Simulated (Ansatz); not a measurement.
# SmHf3As: the cost of one run

Program: Ansatz 0.2.0. Level of theory: DFT PBE, scalar-relativistic, plane waves, PAW; 4f electrons in the core of a trivalent norm-conserving potential. These are calculated values, not measurements.

## (1) The system as given

Symmetry: P6/mmm, No. 191, hexagonal system. Conventional cell: a = 4.556 Å, b = 4.556 Å, c = 6.732 Å, α = 90.00°, β = 90.00°, γ = 120.00°. Sm (site symmetry 6/mmm) has 2 As at 3.37 Å as nearest neighbours. Hf (site symmetry mmm) has 2 As at 2.28 Å and 4 Hf at 2.28 Å as nearest neighbours. Around As (site symmetry 6/mmm) lie 6 Hf at 2.28 Å.

As a file:

```xyz
5
Lattice="4.5555 0.0000 0.0000 -2.2778 3.9452 0.0000 0.0000 0.0000 6.7320" Properties=species:S:1:pos:R:3 pbc="T T T"
Sm    0.0000    0.0000    3.3660
Hf    2.2778    0.0000    0.0000
Hf   -1.1389    1.9726    0.0000
Hf    1.1389    1.9726    0.0000
As    0.0000    0.0000    0.0000
```

Recipe of the guess: random cell by space group and Wyckoff sites (P6/mmm, No. 191). Lengths come from tabulated atomic sizes and are only a guess.

## (2) A first look at the guess

input.yaml reads:

```yaml
crystal:
  lattice:
    - [4.55554695, 0.0, 0.0]
    - [-2.27777348, 3.94521939, 0.0]
    - [0.0, 0.0, 6.73201725]
  atoms:
    - { symbol: Sm, position: [0.0, 0.0, 0.5] }
    - { symbol: Hf, position: [0.5, 0.0, 0.0] }
    - { symbol: Hf, position: [0.0, 0.5, 0.0] }
    - { symbol: Hf, position: [0.5, 0.5, 0.0] }
    - { symbol: As, position: [0.0, 0.0, 0.0] }
basis:
  ecutwfc: 690
kpoints:
  mp_grid: { grid: [6, 6, 4] }
hamiltonian:
  xc: pbe
  pseudopotentials:
    kind: paw
    azcp: { Sm: "pseudopotentials/pbe/nc/lanthanide_3plus/Sm.nc.azcp" }
scf:
  occupations: { method: gaussian, width: 0.1 }
  lower_state_search: "off"
output:
  forces: true
  stress: true
  eigenvalues: true
```

Command:

```sh
$ ansatz run input.yaml --threads 1 --pin off --max-ram 2560MiB --backend cpu --events-out ev --progress --plain --runs-dir out
```

Q: Estimate wall time and peak memory on 1 thread of Arm Neoverse V2, shared host.

About 22 s, with a peak of 0.58 GiB.
